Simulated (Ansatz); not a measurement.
# Si2W: the cost of one run

Computed with Ansatz 0.2.0 (DFT PBE, scalar-relativistic, plane waves, PAW, unless a step's input says otherwise).

1 further run of the same task is left out (set aside as unsound or not needed).

## Step 1: Starting point

The structure is tetragonal, space group I4/mmm (No. 139). Conventional cell: a = 3.229 Å, b = 3.229 Å, c = 7.867 Å, α = 90.00°, β = 90.00°, γ = 90.00°. Si (site symmetry 4mm) has 5 Si at 2.60 to 2.64 Å and 5 W at 2.63 Å as nearest neighbours. W (site symmetry 4/mmm) has 10 Si at 2.63 Å as nearest neighbours.

Structure file:

```cif
data_structure
_symmetry_space_group_name_H-M 'P 1'
_symmetry_Int_Tables_number 1
_cell_length_a 4.5482
_cell_length_b 4.5482
_cell_length_c 4.5482
_cell_angle_alpha 138.415
_cell_angle_beta 138.415
_cell_angle_gamma 60.267
_cell_volume 41.01
loop_
_atom_site_label
_atom_site_type_symbol
_atom_site_fract_x
_atom_site_fract_y
_atom_site_fract_z
_atom_site_occupancy
Si1 Si 0.33456 0.33456 0.00000 1
Si2 Si 0.66544 0.66544 0.00000 1
W1 W 0.00000 0.00000 0.00000 1
```

This cell was relaxed beforehand with the same method: volume 13.67 Å³/atom, gap on the mesh none (metal).

## Step 2: A stricter relaxation, with the smearing for a metal

Response runs need a geometry at rest under their own mesh and occupations; hence this stricter relaxation.

Input file input.yaml:

```yaml
crystal:
  lattice:
    - [-1.6145299063, 1.6145299063, 3.9335489479]
    - [1.6145299063, -1.6145299063, 3.9335489479]
    - [1.6145299063, 1.6145299063, -3.9335489479]
  atoms:
    - { symbol: Si, position: [0.3345578115, 0.3345578115, 0.0] }
    - { symbol: Si, position: [0.6654421885, 0.6654421885, 0.0] }
    - { symbol: W, position: [0.0, 0.0, 0.0] }
basis:
  ecutwfc: 420
kpoints:
  mp_grid: { grid: [18, 18, 18] }
hamiltonian:
  xc: pbe
scf:
  occupations: { method: fermi_dirac, width: 0.15 }
output:
  forces: true
  stress: true
  eigenvalues: true
relax:
  adjacent_minimum: "off"
  f_tol: 0.001
  max_steps: 60
  cell: { stress_tol: 0.01 }
```

The run is started by

```console
ansatz run input.yaml --threads 1 --pin off --max-ram 2560MiB --backend cpu --events-out ev --progress --plain --runs-dir out
```

What time and memory should one allow on 1 thread of Intel Xeon Platinum 8488C (Sapphire Rapids), shared host?

About 1.7 min, with a peak of 0.63 GiB.
